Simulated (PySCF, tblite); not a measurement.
# C7H19NSi: geometry, infrared bands and NMR shifts, part 2 of 2

tblite 0.8.0 and PySCF 2.14.0. Atoms count from 0. The steps go on from the part before.

### Step 6. Shielding tensors: B3LYP/pcSseg-1

The job: settings as JSON, then the geometry in Å.

```
{"job": {"kind": "nmr", "xc": "B3LYP", "basis": "pcSseg-1", "pop": false}, "charge": 0, "multiplicity": 1}
C      1.137446    -0.444276    -2.176816
C      1.930250    -0.115705    -0.925561
C      1.120277    -0.173329     0.375377
C      2.019162     0.110548     1.578030
N     -0.061499     0.686950     0.338795
Si     0.051284     2.422614     0.339213
C     -1.346806     0.104645     0.728918
C     -1.827395    -0.962878    -0.250217
C     -1.368635    -0.405884     2.169639
H      1.767289    -0.379167    -3.076663
H      0.721327    -1.463489    -2.133937
H      0.294821     0.251967    -2.299434
H      2.380079     0.887655    -1.021720
H      2.779601    -0.812667    -0.823356
H      0.753345    -1.210205     0.471437
H      2.455195     1.121605     1.508619
H      1.455820     0.053517     2.519972
H      2.855132    -0.603654     1.630539
H      1.278920     2.851420    -0.394852
H      0.108215     3.056698     1.702142
H     -1.162821     2.969727    -0.341468
H     -2.079696     0.930344     0.672876
H     -1.163448    -1.841390    -0.252754
H     -1.865694    -0.562843    -1.273170
H     -2.833959    -1.313606     0.024940
H     -0.686028    -1.260009     2.304072
H     -2.378173    -0.744629     2.449529
H     -1.066802     0.386204     2.871483
```

Level: GIAO B3LYP/pcSseg-1 NMR shielding, non-relativistic, gas phase.

Standard output:

```text
coarse grid: 22072 points
cycle   1  E = -622.2513929469  dE =  4.666e-01  |g| = 6.091e-01  |ddm| = 4.474e+00
cycle   2  E = -622.1848878754  dE =  6.651e-02  |g| = 8.022e-01  |ddm| = 1.368e+00
cycle   3  E = -622.3444532017  dE = -1.596e-01  |g| = 1.234e-01  |ddm| = 9.400e-01
cycle   4  E = -622.3474871442  dE = -3.034e-03  |g| = 4.045e-02  |ddm| = 1.550e-01
cycle   5  E = -622.3478342087  dE = -3.471e-04  |g| = 8.138e-03  |ddm| = 3.999e-02
cycle   6  E = -622.3478467004  dE = -1.249e-05  |g| = 2.963e-03  |ddm| = 1.019e-02
cycle   7  E = -622.3478486834  dE = -1.983e-06  |g| = 3.836e-04  |ddm| = 2.456e-03
final grid: 203448 points
cycle   8  E = -622.4197210806  dE = -8.858e-05  |g| = 8.359e-03  |ddm| = 5.064e-02
cycle   9  E = -622.4197120203  dE =  9.060e-06  |g| = 1.019e-02  |ddm| = 1.636e-02
cycle  10  E = -622.4197387678  dE = -2.675e-05  |g| = 1.071e-03  |ddm| = 1.003e-02
cycle  11  E = -622.4197389997  dE = -2.319e-07  |g| = 4.337e-04  |ddm| = 1.622e-03
cycle  12  E = -622.4197390377  dE = -3.795e-08  |g| = 9.156e-05  |ddm| = 4.125e-04
cycle  13  E = -622.4197390393  dE = -1.648e-09  |g| = 2.912e-05  |ddm| = 1.146e-04
cycle  14  E = -622.4197390395  dE = -1.810e-10  |g| = 5.413e-06  |ddm| = 2.657e-05
converged SCF energy = -622.4197390395

GIAO shielding tensors (ppm)
atom      isotropic    diamagn.    paramagn.     s11        s22        s33       span
  0 C      164.682     246.994     -82.312    153.350    164.559    176.138     22.788
  1 C      147.337     247.676    -100.339    129.544    146.765    165.702     36.158
  2 C      128.996     244.214    -115.218    106.602    137.185    143.202     36.600
  3 C      151.757     247.357     -95.600    132.097    144.526    178.646     46.549
  4 N      214.003     331.273    -117.270    180.255    215.745    246.009     65.754
  5 Si     404.909     882.234    -477.325    352.208    388.549    473.969    121.761
  6 C      125.320     241.408    -116.088    103.962    118.211    153.786     49.823
  7 C      155.471     248.411     -92.940    131.609    157.149    177.656     46.048
  8 C      155.730     248.032     -92.302    136.626    153.523    177.041     40.415
  9 H       30.427      28.153       2.274     25.785     27.570     37.925     12.140
 10 H       30.780      31.647      -0.867     26.599     29.646     36.093      9.494
 11 H       30.055      33.014      -2.958     25.882     30.911     33.373      7.490
 12 H       29.905      33.130      -3.225     26.219     29.487     34.010      7.791
 13 H       30.269      31.467      -1.198     24.997     29.854     35.955     10.958
 14 H       28.972      35.772      -6.800     26.005     30.046     30.864      4.858
 15 H       30.384      31.359      -0.974     27.218     29.047     34.888      7.670
 16 H       30.109      31.838      -1.729     25.390     30.106     34.832      9.442
 17 H       30.337      29.992       0.345     26.002     27.683     37.324     11.322
 18 H       26.766      31.707      -4.941     22.692     25.989     31.615      8.923
 19 H       26.797      30.459      -3.662     22.849     24.631     32.911     10.062
 20 H       27.157      31.165      -4.007     23.446     25.523     32.503      9.057
 21 H       28.401      33.245      -4.844     24.457     28.220     32.526      8.069
 22 H       30.159      33.148      -2.989     26.894     30.268     33.314      6.420
 23 H       30.355      32.450      -2.096     26.275     29.328     35.461      9.186
 24 H       30.584      30.264       0.321     25.863     28.376     37.514     11.650
 25 H       30.199      32.058      -1.859     26.751     30.134     33.711      6.960
 26 H       30.470      29.372       1.098     25.968     28.044     37.398     11.430
 27 H       30.106      31.128      -1.022     26.225     28.554     35.538      9.313
```

Wall time 2.8 min (1 thread of Intel Xeon at 2.50GHz, shared host); peak memory 1.2 GiB.

In short: δ C6 53.9, C2 50.2, C1 31.9, C3 27.5, H18 4.48, H21 2.98 ppm (means over like atoms).

### Step 7. Run by run: NMR shifts

Shifts (ppm) of some atoms, chosen among heavy atoms and hydrogens apart, means over like atoms, with basis size and wall time:

```tsv
run	C6	C2	C1	H18	H13	N4	Si5	functions	time
PBE0/pcSseg-1	52.3	48.5	30.6	4.56	1.08	44.0	-63.3	255	3 min
B3LYP/pcSseg-1	53.9	50.2	31.9	4.48	1.11	49.5	-67.0	255	2.8 min
```

### Step 8. Summary of results

The summary covers parts 1 to 2.

| quantity | value |
| --- | --- |
| strongest single infrared mode (GFN2-xTB) | 838 cm⁻¹, 414 km/mol |
| zero-point energy (GFN2-xTB) | 153.8 kcal/mol |
| point group | C1 |
| rotational constants (main isotopes) | 1.34, 1.09, 0.95 GHz |
| 13C shifts against TMS (PBE0/pcSseg-1) | 52.3, 48.5, 30.6, 26.9, 23.2, 22.9, 13.9 ppm |
| 1H shifts against TMS (PBE0/pcSseg-1, means over atoms taken as alike) | 4.56, 2.99, 2.39, 1.44, 1.10, 1.09, 1.08, 0.99, 0.93 ppm |
| 15N shifts against NH3 (PBE0/pcSseg-1) | 44.0 ppm |
| 29Si shifts against TMS (PBE0/pcSseg-1) | -63.3 ppm |
| range of the shift of N4 | 44.0 to 49.5 ppm |

What this shows: The optimisation took 83 steps and gained 0.188 eV; among the close pairs (by a distance rule), C2–N4 changed most, from 1.497 to 1.453 Å (GFN2-xTB). All 78 modes are real, so the xTB geometry is a minimum. The strongest single mode, at 838 cm⁻¹, has its largest shares on H18, H19 and H20 (the list is cut at 3 atoms). Unscaled tight-binding wavenumbers are off by several per cent, some by more. Its intensities can rank the bands wrongly. Relaxing lowered the energy by 0.246 eV in 5 steps; the close pair that moved most is C3–H17, from 1.055 to 1.101 Å (PBE0/def2-SVP). No frequency check was run at this level, so the end point may be a saddle. At PBE0/pcSseg-1: The widest tensor belongs to Si5: span 123 ppm, with a paramagnetic part of -467 ppm. Across the 2 runs the shift of N4 moves most, between 44.0 (PBE0/pcSseg-1) and 49.5 ppm (B3LYP/pcSseg-1).
